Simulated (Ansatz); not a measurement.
## C₂H₃I, SMILES C=CI: the interaction energy of a dimer with the counterpoise correction, step by step

Program: the Python package of Ansatz (0.2.0).

The cells in order, each with its output:

```python
import ansatz as az
```

```python
BASIS = "def2-SVP"
LEVEL = "mp2"

FIRST = [
    ("C", (-0.6236, 0.0745, -0.454)),
    ("C", (0.3671, 0.1598, 0.4055)),
    ("I", (1.8559, -1.3181, 0.607)),
    ("H", (-0.7466, -0.7612, -1.1213)),
    ("H", (-1.3607, 0.8584, -0.5178)),
    ("H", (0.5079, 0.9866, 1.0805)),
]
SECOND = [
    ("C", (5.0695, 1.1175, -2.6822)),
    ("C", (5.2464, 1.218, -1.3837)),
    ("I", (3.6934, 1.6795, -0.0357)),
    ("H", (4.113, 1.2642, -3.1537)),
    ("H", (5.8977, 0.8793, -3.3296)),
    ("H", (6.1938, 1.0747, -0.893)),
]
```

```python
def energy(atoms, ghosts=()):
    molecule = az.Crystal.molecule()
    for symbol, xyz in atoms:
        molecule = molecule.atom(symbol, xyz)
    calc = (
        molecule.calculation()
        .basis(gaussian=BASIS)  # atom-centred Gaussian functions
        .correlation(LEVEL)
    )
    deck = calc.input()
    if ghosts:
        deck = deck.set(az.key.basis.gaussian.ghost_atoms, [{"symbol": s, "position_ang": list(xyz)} for s, xyz in ghosts])
    return az.Session.from_dict(deck).plan().execute().report["free_energy_ev"]
```

```python
# ghost atoms carry the functions of the partner
both = energy(FIRST + SECOND)
alone = energy(FIRST) + energy(SECOND)
ghosted = energy(FIRST, SECOND) + energy(SECOND, FIRST)
print(f"dimer {both:.6f} eV")
print(f"interaction, uncorrected   {(both - alone):8.3f} eV")
print(f"interaction, counterpoise  {(both - ghosted):8.3f} eV")
print(f"basis-set superposition    {(alone - ghosted):8.3f} eV")
```

    dimer -20377.228871 eV
    interaction, uncorrected      0.235 eV
    interaction, counterpoise     0.300 eV
    basis-set superposition       0.065 eV

Uncorrected it is 0.235 eV, with the counterpoise correction 0.300 eV; the difference, 0.065 eV, is the superposition error. In this basis both values are repulsive.

Notes:
- Total energies depend on the basis set; only differences at equal settings carry meaning.
- The dimer is a generated trial pose of unrelaxed monomers, not a minimum, so the figure is no binding energy, and the basis set is small.
- def2 sets replace the cores of elements past krypton by effective core potentials.
- Hardware and time: 15 s on 1 thread of Arm Neoverse V1, on a shared host, peak memory 0.38 GiB.
